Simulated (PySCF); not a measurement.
# CuBr (CuBr): NMR shifts in gas and solvents

Aim: compute the NMR shifts of CuBr (CuBr) (`[Cu][Br]`), and see what a dielectric continuum does where one was used.

The runs use PySCF 2.14.0, with density-fitted response routines of our own; the level of theory stands in each step. All values are computed, except where a source is named. Atoms count from 0, in the outputs and in this text.

## (1) Starting geometry

2 atoms, charge 0, multiplicity 1; geometry from: GFN2-xTB. The atoms were then displaced at random by about 0.01 Å, so the start is not that level's minimum.

Bonds of the start (Å): Cu0–Br1 2.20.

## (2) Optimising the geometry at PBE0-D3(BJ)/def2-TZVP

What the job is given:

```
{"job": {"xc": "PBE0", "basis": "def2-TZVP", "d3": "d3bj", "grid": 2, "shake": 0.01, "kind": "geom"}, "charge": 0, "multiplicity": 1}
Cu     1.109000    -0.028440     0.001330
Br    -1.091520    -0.000370    -0.013460
```

Command:

```sh
> OMP_NUM_THREADS=1 python probes_run.py task.json out
```

One launch serves the whole session: the jobs run in the order shown.

Output:

```text
step   0  E = -4214.17886870  max force = 0.001500
step   1  E = -4214.17887757  max force = 0.000338
optimisation converged
```

It took 6.3 s on 1 thread of Arm Neoverse V1, shared host; peak memory 0.36 GiB.

The steps of the relaxation:

| step | energy from step 0 (eV) | largest force component (eV/Å) |
| --- | --- | --- |
| 0 | 0.0000 | 0.0771 |
| 1 | -0.0002 | 0.0174 |

The bond:

| bond | before (Å) | after (Å) | change (Å) |
| --- | --- | --- | --- |
| Cu0–Br1 | 2.201 | 2.209 | +0.008 |

The final coordinates are the input of the step that follows.

| at the end point | value |
| --- | --- |
| point group (found at 0.08 Å tolerance) | Cinfv |
| rotational constants (GHz, main isotopes) | 2.958, 2.958 |
| dipole moment (D) | 5.07 |

## (3) Shielding tensors: PBE0/pcSseg-2

What the job is given:

```
{"job": {"kind": "nmr", "xc": "PBE0", "basis": "pcSseg-2"}, "charge": 0, "multiplicity": 1}
Cu     1.112766    -0.033550     0.001822
Br    -1.095719     0.005261    -0.013754
```

With the program's defaults for keys left out, this is: GIAO PBE0/pcSseg-2 NMR shielding, non-relativistic, gas phase.

Output:

```text
coarse grid: 14776 points
cycle   1  E = -4213.1177479812  dE = -5.292e-01  |g| = 3.824e+00  |ddm| = 1.681e+00
cycle   2  E = -4208.9808616517  dE =  4.137e+00  |g| = 7.831e+00  |ddm| = 3.575e+00
cycle   3  E = -4214.1073154747  dE = -5.126e+00  |g| = 1.293e+00  |ddm| = 3.016e+00
cycle   4  E = -4214.1361767804  dE = -2.886e-02  |g| = 7.679e-01  |ddm| = 1.090e+00
cycle   5  E = -4214.2628186868  dE = -1.266e-01  |g| = 7.793e-02  |ddm| = 6.098e-01
cycle   6  E = -4214.2631886677  dE = -3.700e-04  |g| = 2.968e-02  |ddm| = 6.274e-02
cycle   7  E = -4214.2634501341  dE = -2.615e-04  |g| = 3.631e-03  |ddm| = 3.049e-02
cycle   8  E = -4214.2634617430  dE = -1.161e-05  |g| = 4.342e-03  |ddm| = 1.033e-02
cycle   9  E = -4214.2634643738  dE = -2.631e-06  |g| = 1.425e-03  |ddm| = 3.124e-03
final grid: 26112 points
cycle  10  E = -4214.2634634157  dE =  3.743e-07  |g| = 3.304e-03  |ddm| = 1.357e-03
cycle  11  E = -4214.2634589516  dE =  4.464e-06  |g| = 8.904e-03  |ddm| = 2.762e-03
cycle  12  E = -4214.2634641771  dE = -5.226e-06  |g| = 1.873e-04  |ddm| = 1.903e-03
cycle  13  E = -4214.2634641880  dE = -1.088e-08  |g| = 1.035e-04  |ddm| = 1.839e-04
cycle  14  E = -4214.2634641904  dE = -2.404e-09  |g| = 4.145e-05  |ddm| = 1.133e-04
cycle  15  E = -4214.2634641908  dE = -4.411e-10  |g| = 8.499e-06  |ddm| = 7.215e-05
converged SCF energy = -4214.2634641908

GIAO shielding tensors (ppm)
atom      isotropic    diamagn.    paramagn.     s11        s22        s33       span
  0 Cu    1732.772    2404.099    -671.327   1392.956   1392.958   2412.401   1019.445
  1 Br    3030.898    3123.440     -92.542   2980.463   2980.463   3131.768    151.305
```

Wall time 9.2 s (1 thread of Arm Neoverse V1, shared host); peak memory 0.58 GiB.

The references, computed at this level on geometries of the same kind, shield at (ppm): 79Br HBr 2595. Their shielding less the atom's gives the shift. The references are single molecules in the gas phase.

| atoms | environment | σ (ppm) | δ (ppm) |
| --- | --- | --- | --- |
| Cu0 | Cu bonded to Br | 1733 | – |
| Br1 | bromine bonded to Cu | 3031 | -436 |

The run also stored atomic charges by several schemes (e):

| atoms | Mulliken | IAO | Hirshfeld | ESP fit |
| --- | --- | --- | --- | --- |
| Cu0 | 0.50 | 0.59 | 0.35 | 0.50 |
| Br1 | -0.50 | -0.59 | -0.35 | -0.50 |

Mayer bond orders: Cu0–Br1 0.93.

## (4) Nuclear shieldings: KT3/pcSseg-2

What the job is given:

```
{"job": {"kind": "nmr", "xc": "KT3", "basis": "pcSseg-2", "pop": false}, "charge": 0, "multiplicity": 1}
Cu     1.112766    -0.033550     0.001822
Br    -1.095719     0.005261    -0.013754
```

With the program's defaults for keys left out, this is: GIAO KT3/pcSseg-2 NMR shielding, non-relativistic, gas phase.

Output:

```text
coarse grid: 14776 points
cycle   1  E = -4229.0261672967  dE =  2.561e-01  |g| = 4.275e+00  |ddm| = 2.052e+00
cycle   2  E = -4220.4552155133  dE =  8.571e+00  |g| = 1.003e+01  |ddm| = 5.157e+00
cycle   3  E = -4230.2178745876  dE = -9.763e+00  |g| = 2.733e+00  |ddm| = 4.404e+00
cycle   4  E = -4228.8801282550  dE =  1.338e+00  |g| = 2.349e+00  |ddm| = 2.769e+00
cycle   5  E = -4230.8395017683  dE = -1.959e+00  |g| = 3.464e-01  |ddm| = 2.521e+00
cycle   6  E = -4230.8525559628  dE = -1.305e-02  |g| = 1.106e-01  |ddm| = 3.189e-01
cycle   7  E = -4230.8552730116  dE = -2.717e-03  |g| = 1.962e-02  |ddm| = 1.151e-01
cycle   8  E = -4230.8553337092  dE = -6.070e-05  |g| = 9.120e-03  |ddm| = 2.151e-02
cycle   9  E = -4230.8553527706  dE = -1.906e-05  |g| = 2.547e-03  |ddm| = 9.214e-03
cycle  10  E = -4230.8553547602  dE = -1.990e-06  |g| = 3.972e-04  |ddm| = 2.836e-03
final grid: 26112 points
cycle  11  E = -4230.8553366139  dE =  3.689e-08  |g| = 1.221e-03  |ddm| = 7.685e-04
cycle  12  E = -4230.8553350767  dE =  1.537e-06  |g| = 4.642e-03  |ddm| = 1.849e-03
cycle  13  E = -4230.8553367342  dE = -1.657e-06  |g| = 1.423e-04  |ddm| = 1.405e-03
cycle  14  E = -4230.8553367358  dE = -1.674e-09  |g| = 1.701e-05  |ddm| = 7.159e-05
cycle  15  E = -4230.8553367359  dE = -4.729e-11  |g| = 1.026e-05  |ddm| = 2.243e-05
converged SCF energy = -4230.8553367359

GIAO shielding tensors (ppm)
atom      isotropic    diamagn.    paramagn.     s11        s22        s33       span
  0 Cu    1625.350    2407.989    -782.639   1229.590   1229.592   2416.868   1187.278
  1 Br    2930.788    3128.184    -197.396   2827.916   2827.917   3136.531    308.615
```

Run time: 9 s. Hardware: 1 thread of Arm Neoverse V1, shared host; peak memory 0.57 GiB.

Key values: σ Cu0 1625, Br1 2931 ppm.

## (5) Shielding tensors: wB97X-D/pcSseg-2

What the job is given:

```
{"job": {"kind": "nmr", "xc": "wB97X-D", "basis": "pcSseg-2", "pop": false}, "charge": 0, "multiplicity": 1}
Cu     1.112766    -0.033550     0.001822
Br    -1.095719     0.005261    -0.013754
```

Level: GIAO wB97X-D/pcSseg-2 NMR shielding, non-relativistic, gas phase.

Output:

```text
coarse grid: 14776 points
cycle   1  E = -4214.4416720403  dE = -1.255e+00  |g| = 2.686e+00  |ddm| = 1.432e+00
cycle   2  E = -4213.4325182543  dE =  1.009e+00  |g| = 4.927e+00  |ddm| = 1.600e+00
cycle   3  E = -4214.9073400575  dE = -1.475e+00  |g| = 3.265e-01  |ddm| = 9.158e-01
cycle   4  E = -4214.9156029383  dE = -8.263e-03  |g| = 8.643e-02  |ddm| = 1.153e-01
cycle   5  E = -4214.9159733514  dE = -3.704e-04  |g| = 3.536e-02  |ddm| = 3.063e-02
cycle   6  E = -4214.9161313739  dE = -1.580e-04  |g| = 6.547e-03  |ddm| = 1.972e-02
cycle   7  E = -4214.9161735461  dE = -4.217e-05  |g| = 4.026e-03  |ddm| = 1.628e-02
cycle   8  E = -4214.9161859744  dE = -1.243e-05  |g| = 1.407e-03  |ddm| = 1.047e-02
cycle   9  E = -4214.9161874867  dE = -1.512e-06  |g| = 3.834e-04  |ddm| = 3.285e-03
final grid: 26112 points
cycle  10  E = -4214.9164248771  dE = -4.499e-07  |g| = 1.752e-03  |ddm| = 1.245e-03
cycle  11  E = -4214.9164243892  dE =  4.879e-07  |g| = 3.506e-03  |ddm| = 1.109e-03
cycle  12  E = -4214.9164251254  dE = -7.362e-07  |g| = 3.108e-04  |ddm| = 6.678e-04
cycle  13  E = -4214.9164251485  dE = -2.307e-08  |g| = 1.202e-04  |ddm| = 2.100e-04
cycle  14  E = -4214.9164251673  dE = -1.879e-08  |g| = 9.193e-05  |ddm| = 3.199e-04
cycle  15  E = -4214.9164251731  dE = -5.854e-09  |g| = 1.541e-05  |ddm| = 2.433e-04
cycle  16  E = -4214.9164251734  dE = -2.610e-10  |g| = 5.277e-06  |ddm| = 4.548e-05
converged SCF energy = -4214.9164251734

GIAO shielding tensors (ppm)
atom      isotropic    diamagn.    paramagn.     s11        s22        s33       span
  0 Cu    1684.202    2404.213    -720.011   1320.035   1320.044   2412.526   1092.491
  1 Br    3075.807    3123.710     -47.903   3047.743   3047.747   3131.932     84.189
```

Run time: 8.5 s. Hardware: 1 thread of Arm Neoverse V1, shared host; peak memory 0.6 GiB.

In short: σ Cu0 1684, Br1 3076 ppm.

## (6) Nuclear shieldings: B97-2/pcSseg-2

What the job is given:

```
{"job": {"kind": "nmr", "xc": "B97-2", "basis": "pcSseg-2", "pop": false}, "charge": 0, "multiplicity": 1}
Cu     1.112766    -0.033550     0.001822
Br    -1.095719     0.005261    -0.013754
```

Level: GIAO B97-2/pcSseg-2 NMR shielding, non-relativistic, gas phase.

Output:

```text
coarse grid: 14776 points
cycle   1  E = -4214.9844980363  dE = -7.522e-01  |g| = 3.382e+00  |ddm| = 1.585e+00
cycle   2  E = -4211.2569047945  dE =  3.728e+00  |g| = 7.179e+00  |ddm| = 3.334e+00
cycle   3  E = -4215.7625871130  dE = -4.506e+00  |g| = 1.108e+00  |ddm| = 2.876e+00
cycle   4  E = -4215.7727201672  dE = -1.013e-02  |g| = 7.130e-01  |ddm| = 1.030e+00
cycle   5  E = -4215.8826649745  dE = -1.099e-01  |g| = 7.818e-02  |ddm| = 5.691e-01
cycle   6  E = -4215.8830232622  dE = -3.583e-04  |g| = 2.783e-02  |ddm| = 5.923e-02
cycle   7  E = -4215.8832352257  dE = -2.120e-04  |g| = 3.803e-03  |ddm| = 2.682e-02
cycle   8  E = -4215.8832417992  dE = -6.574e-06  |g| = 3.418e-03  |ddm| = 7.541e-03
cycle   9  E = -4215.8832433475  dE = -1.548e-06  |g| = 1.351e-03  |ddm| = 2.028e-03
final grid: 26112 points
cycle  10  E = -4215.8832429515  dE =  4.808e-07  |g| = 3.345e-03  |ddm| = 1.262e-03
cycle  11  E = -4215.8832380132  dE =  4.938e-06  |g| = 9.272e-03  |ddm| = 2.883e-03
cycle  12  E = -4215.8832437178  dE = -5.705e-06  |g| = 1.774e-04  |ddm| = 2.020e-03
cycle  13  E = -4215.8832437257  dE = -7.836e-09  |g| = 8.272e-05  |ddm| = 1.579e-04
cycle  14  E = -4215.8832437268  dE = -1.146e-09  |g| = 2.818e-05  |ddm| = 7.219e-05
cycle  15  E = -4215.8832437270  dE = -2.219e-10  |g| = 8.964e-06  |ddm| = 4.970e-05
converged SCF energy = -4215.8832437270

GIAO shielding tensors (ppm)
atom      isotropic    diamagn.    paramagn.     s11        s22        s33       span
  0 Cu    1752.671    2405.277    -652.606   1422.224   1422.226   2413.563    991.340
  1 Br    3011.923    3124.795    -112.873   2951.344   2951.345   3133.079    181.735
```

Run time: 5.8 s. Hardware: 1 thread of Arm Neoverse V1, shared host; peak memory 0.64 GiB.

Key values: σ Cu0 1753, Br1 3012 ppm.

## (7) Shielding tensors: WP04/pcSseg-2 in chloroform

What the job is given:

```
{"job": {"kind": "nmr", "xc": "WP04", "basis": "pcSseg-2", "pop": false, "solvent": "chloroform"}, "charge": 0, "multiplicity": 1}
Cu     1.112766    -0.033550     0.001822
Br    -1.095719     0.005261    -0.013754
```

Level: GIAO WP04/pcSseg-2 NMR shielding, non-relativistic, IEF-PCM chloroform.

Output:

```text
coarse grid: 14776 points
cycle   1  E = -4236.8957152513  dE = -1.359e+00  |g| = 1.575e+00  |ddm| = 1.344e+00
cycle   2  E = -4236.1297288080  dE =  7.660e-01  |g| = 3.629e+00  |ddm| = 1.572e+00
cycle   3  E = -4237.0983698946  dE = -9.686e-01  |g| = 2.349e-01  |ddm| = 9.434e-01
cycle   4  E = -4237.1047681687  dE = -6.398e-03  |g| = 8.895e-02  |ddm| = 1.679e-01
cycle   5  E = -4237.1056993252  dE = -9.312e-04  |g| = 1.235e-02  |ddm| = 4.865e-02
cycle   6  E = -4237.1057093220  dE = -9.997e-06  |g| = 3.892e-03  |ddm| = 6.941e-03
cycle   7  E = -4237.1057105524  dE = -1.230e-06  |g| = 1.050e-03  |ddm| = 2.558e-03
final grid: 26112 points
cycle   8  E = -4237.1057113496  dE =  4.828e-07  |g| = 3.024e-03  |ddm| = 1.087e-03
cycle   9  E = -4237.1057068565  dE =  4.493e-06  |g| = 8.703e-03  |ddm| = 2.664e-03
cycle  10  E = -4237.1057120008  dE = -5.144e-06  |g| = 1.560e-04  |ddm| = 1.874e-03
cycle  11  E = -4237.1057120047  dE = -3.846e-09  |g| = 3.615e-05  |ddm| = 1.031e-04
cycle  12  E = -4237.1057120048  dE = -1.046e-10  |g| = 6.349e-06  |ddm| = 1.470e-05
converged SCF energy = -4237.1057120048

GIAO shielding tensors (ppm)
atom      isotropic    diamagn.    paramagn.     s11        s22        s33       span
  0 Cu    1840.651    2409.508    -568.857   1551.945   1551.973   2418.035    866.091
  1 Br    3104.351    3131.969     -27.619   3086.770   3086.781   3139.501     52.732
```

Wall time 5.5 s (1 thread of Arm Neoverse V1, shared host); peak memory 0.64 GiB.

Key values: σ Cu0 1841, Br1 3104 ppm.

## (8) NMR shieldings: wB97X-D/pcSseg-2 in chloroform

What the job is given:

```
{"job": {"kind": "nmr", "xc": "wB97X-D", "basis": "pcSseg-2", "pop": false, "solvent": "chloroform"}, "charge": 0, "multiplicity": 1}
Cu     1.112766    -0.033550     0.001822
Br    -1.095719     0.005261    -0.013754
```

Level: GIAO wB97X-D/pcSseg-2 NMR shielding, non-relativistic, IEF-PCM chloroform.

Output:

```text
coarse grid: 14776 points
cycle   1  E = -4214.4718351673  dE = -1.284e+00  |g| = 2.693e+00  |ddm| = 1.434e+00
cycle   2  E = -4213.5101236246  dE =  9.617e-01  |g| = 4.922e+00  |ddm| = 1.489e+00
cycle   3  E = -4214.9278777540  dE = -1.418e+00  |g| = 3.554e-01  |ddm| = 8.213e-01
cycle   4  E = -4214.9381659284  dE = -1.029e-02  |g| = 7.937e-02  |ddm| = 1.177e-01
cycle   5  E = -4214.9385644021  dE = -3.985e-04  |g| = 2.996e-02  |ddm| = 3.270e-02
cycle   6  E = -4214.9386848957  dE = -1.205e-04  |g| = 7.907e-03  |ddm| = 1.903e-02
cycle   7  E = -4214.9387292030  dE = -4.431e-05  |g| = 4.828e-03  |ddm| = 1.721e-02
cycle   8  E = -4214.9387439484  dE = -1.475e-05  |g| = 1.206e-03  |ddm| = 1.220e-02
cycle   9  E = -4214.9387451673  dE = -1.219e-06  |g| = 3.326e-04  |ddm| = 3.241e-03
final grid: 26112 points
cycle  10  E = -4214.9389826803  dE = -3.900e-07  |g| = 1.449e-03  |ddm| = 1.118e-03
cycle  11  E = -4214.9389823848  dE =  2.955e-07  |g| = 2.709e-03  |ddm| = 8.265e-04
cycle  12  E = -4214.9389828153  dE = -4.305e-07  |g| = 3.409e-04  |ddm| = 5.331e-04
cycle  13  E = -4214.9389828281  dE = -1.281e-08  |g| = 7.159e-05  |ddm| = 1.327e-04
cycle  14  E = -4214.9389828341  dE = -6.048e-09  |g| = 6.077e-05  |ddm| = 1.589e-04
cycle  15  E = -4214.9389828369  dE = -2.780e-09  |g| = 1.140e-05  |ddm| = 1.545e-04
cycle  16  E = -4214.9389828371  dE = -1.783e-10  |g| = 4.918e-06  |ddm| = 4.028e-05
converged SCF energy = -4214.9389828371

GIAO shielding tensors (ppm)
atom      isotropic    diamagn.    paramagn.     s11        s22        s33       span
  0 Cu    1650.183    2402.623    -752.440   1269.373   1269.409   2411.766   1142.392
  1 Br    3188.804    3124.615      64.189   3132.296   3217.050   3217.065     84.769
```

It took 8.5 s on 1 thread of Arm Neoverse V1, shared host; peak memory 0.64 GiB.

In short: σ Cu0 1650, Br1 3189 ppm.

## (9) Comparing the runs: NMR shifts

Isotropic shieldings (ppm), with basis size and wall time:

| run | Cu0 | Br1 | functions | time |
| --- | --- | --- | --- | --- |
| PBE0/pcSseg-2 | 1733 | 3031 | 136 | 9.2 s |
| KT3/pcSseg-2 | 1625 | 2931 | 136 | 9 s |
| wB97X-D/pcSseg-2 | 1684 | 3076 | 136 | 8.5 s |
| B97-2/pcSseg-2 | 1753 | 3012 | 136 | 5.8 s |
| WP04/pcSseg-2 in chloroform | 1841 | 3104 | 136 | 5.5 s |
| wB97X-D/pcSseg-2 in chloroform | 1650 | 3189 | 136 | 8.5 s |

## (10) What came out

```
                                             quantity             value
                                          point group             Cinfv
                 rotational constants (main isotopes)    2.96, 2.96 GHz
              79Br shifts against HBr (PBE0/pcSseg-2)          -436 ppm
                     shieldings of Cu (PBE0/pcSseg-2)    Cu0 1732.8 ppm
range of the shielding of Br1 (wB97X-D/pcSseg-2 runs)  3076 to 3189 ppm
```

With PBE0/def2-TZVP, its start was all but relaxed already: 1 step gained 0.2 meV. At PBE0/pcSseg-2: Shielding is most anisotropic at Cu0 (span 1019 ppm, paramagnetic term -671 ppm). At one level, wB97X-D/pcSseg-2: In ppm, Br1 moves most: its shielding spreads over 113 ppm, from 3076 (wB97X-D/pcSseg-2) to 3189 (wB97X-D/pcSseg-2 in chloroform). Spin-orbit coupling is left out, which matters for shieldings and couplings at and beside the heavy atoms.
